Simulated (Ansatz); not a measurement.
# CH6OSeSi (SMILES CO[SiH2][SeH]): BHLYP/6-31G(d) (spherical functions)

What is the vertical ionisation energy of CH6OSeSi at BHLYP/6-31G* (spherical functions)? 

The calculation is run with Ansatz 0.2.0.

80 further runs of the same task are left out: 80 set aside as unsound or not needed.

**1. The molecule**

The species is CH6OSeSi (10 atoms), meant as a singlet with charge 0. SMILES: `CO[SiH2][SeH]`. The coordinates come from a PBE0-D4/def2-TZVP relaxation. This is one conformer, not always the lowest.

Bond lengths: C1–O2 1.411 Å, O2–Si3 1.639 Å, Si3–Se4 2.261 Å, C1–H5 1.096 Å, C1–H6 1.096 Å, C1–H7 1.091 Å, Si3–H8 1.487 Å, Si3–H9 1.486 Å, Se4–H10 1.469 Å. Some angles: C1–O2–Si3 122.4°, O2–Si3–Se4 109.9°, O2–C1–H5 111.3°, O2–C1–H6 111.6°, O2–C1–H7 108.1°, O2–Si3–H8 109.0°, O2–Si3–H9 111.8°, Se4–Si3–H8 111.2°, Se4–Si3–H9 105.1°, Si3–Se4–H10 92.7°.

**2. The energy at BHLYP/6-31G(d) (spherical functions)**

Input file job.yaml:

```yaml
basis:
  gaussian:
    orbitals: 6-31G_st_-spherical.json
crystal:
  periodic: [false, false, false]
  atoms:
    - symbol: C
      position_ang: [0.459500, 1.568200, 0.455800]
    - symbol: O
      position_ang: [0.708400, 0.213600, 0.148800]
    - symbol: Si
      position_ang: [-0.400300, -0.737700, -0.594100]
    - symbol: Se
      position_ang: [0.296800, -2.888700, -0.578100]
    - symbol: H
      position_ang: [0.431100, 2.182900, -0.450600]
    - symbol: H
      position_ang: [-0.487800, 1.693400, 0.993300]
    - symbol: H
      position_ang: [1.269800, 1.926000, 1.092500]
    - symbol: H
      position_ang: [-1.706900, -0.591200, 0.101000]
    - symbol: H
      position_ang: [-0.551900, -0.390800, -2.031500]
    - symbol: H
      position_ang: [0.064400, -3.026800, 0.865800]
hamiltonian:
  xc: {name: BHLYP}
accuracy: high
output: {orbitals: {seedname: orbitals}}
```

The basis set 6-31G* is read from a file made from the Basis Set Exchange's data (not shown).

Started as:

```console
$ ansatz run job.yaml --threads 1 --pin off --max-ram 2610MiB --events-out events.jsonl --progress --plain --runs-dir runs
```

Standard output:

```text
Warning: RAYON_NUM_THREADS=1 ignored (pool sized by the plan → 1); use --threads N
Functional definition: BHLYP
  name "BHLYP"
  parameter a = 0.5
  exchange = (1 - a)*b88_x + a*exact_x
  correlation = lyp_c
1991 factors; integrals over basis functions are off by at most 1.1e-8 eV
mean field evaluation 1: about -76396.3020 eV, gradient 3.7e1 eV
mean field evaluation 2: about -76395.6851 eV, gradient 4.3e1 eV
mean field evaluation 4: about -76398.9575 eV, gradient 1.3e0 eV
mean field evaluation 8: about -76399.5095 eV, gradient 2.4e-1 eV
mean field evaluation 16: about -76399.5099 eV, gradient 1.1e-4 eV
mean field -76399.50986953 eV, -2807.6302022576 hartree, gradient 5.7e-8 eV, S^2 0.000000; 0 other end points of the search recorded, 0 dependent functions left out
reference -76399.50989693 eV, -2807.6302032643 hartree; 34, 34 occupied and 56, 56 virtual orbitals, 1991 factors
Total energy: -76399.50989693 eV, -2807.6302032643 hartree
```

It took 13 s on 1 thread of Arm Neoverse V2, shared host; peak memory 0.34 GiB.

**3. The doublet cation at the same level**

Input file run.yaml:

```yaml
crystal:
  periodic: [false, false, false]
  atoms:
    - symbol: C
      position_ang: [0.459500, 1.568200, 0.455800]
    - symbol: O
      position_ang: [0.708400, 0.213600, 0.148800]
    - symbol: Si
      position_ang: [-0.400300, -0.737700, -0.594100]
    - symbol: Se
      position_ang: [0.296800, -2.888700, -0.578100]
    - symbol: H
      position_ang: [0.431100, 2.182900, -0.450600]
    - symbol: H
      position_ang: [-0.487800, 1.693400, 0.993300]
    - symbol: H
      position_ang: [1.269800, 1.926000, 1.092500]
    - symbol: H
      position_ang: [-1.706900, -0.591200, 0.101000]
    - symbol: H
      position_ang: [-0.551900, -0.390800, -2.031500]
    - symbol: H
      position_ang: [0.064400, -3.026800, 0.865800]
basis:
  gaussian: {orbitals: 6-31G_st_-spherical.json}
total_charge: 1
magnetization: {spin_polarized: true, initial_magnetization: 1}
hamiltonian: {xc: {name: BHLYP}}
accuracy: high
output: {orbitals: {seedname: orbitals}}
```

The basis set 6-31G* is read from a file made from the Basis Set Exchange's data (not shown).

Started as:

```console
$ ansatz run run.yaml --threads 1 --pin off --max-ram 2610MiB --events-out events.jsonl --progress --plain --runs-dir runs
```

Standard output:

```text
Warning: RAYON_NUM_THREADS=1 ignored (pool sized by the plan → 1); use --threads N
[... 5 set-up lines as earlier in the session ...]
1991 factors; integrals over basis functions are off by at most 1.1e-8 eV
mean field evaluation 1: about -76381.9144 eV, gradient 4.4e1 eV
mean field evaluation 2: about -76360.2443 eV, gradient 8.0e1 eV
mean field evaluation 4: about -76390.1048 eV, gradient 4.2e0 eV
mean field evaluation 8: about -76390.2493 eV, gradient 2.6e-1 eV
mean field evaluation 16: about -76390.2504 eV, gradient 1.7e-3 eV
mean field evaluation 32: about -76390.2504 eV, gradient 2.1e-7 eV
mean field -76390.25043887 eV, -2807.2899244570 hartree, gradient 9.5e-8 eV, S^2 0.754166; 2 other end points of the search recorded, 0 dependent functions left out
reference -76390.25046600 eV, -2807.2899254540 hartree; 34, 33 occupied and 56, 57 virtual orbitals, 1991 factors
Total energy: -76390.25046600 eV, -2807.2899254540 hartree
```

Wall time 25 s (1 thread of Arm Neoverse V2, shared host); peak memory 0.52 GiB.

**4. Outcome**

Level: BHLYP/6-31G* (spherical functions).

| quantity | value |
| --- | --- |
| singlet CH6OSeSi: total energy | -2807.63020 Eh |
| singlet CH6OSeSi: HOMO energy | -8.00 eV |
| singlet CH6OSeSi: LUMO energy | 1.52 eV |
| singlet CH6OSeSi: HOMO–LUMO gap | 9.53 eV |
| doublet cation: total energy | -2807.28993 Eh |
| doublet cation: HOMO energy (highest over α and β) | -14.11 eV |
| doublet cation: LUMO energy (lowest over α and β) | -10.56 eV |
| doublet cation: ⟨S²⟩ | 0.754 |
| vertical ionisation energy (to the doublet cation) | 9.259 eV |

**Reading.** Removing an electron at fixed nuclei costs 9.26 eV (893 kJ/mol). −ε(HOMO) before ionisation, 8.00 eV, is 1.26 eV below this ionisation energy.
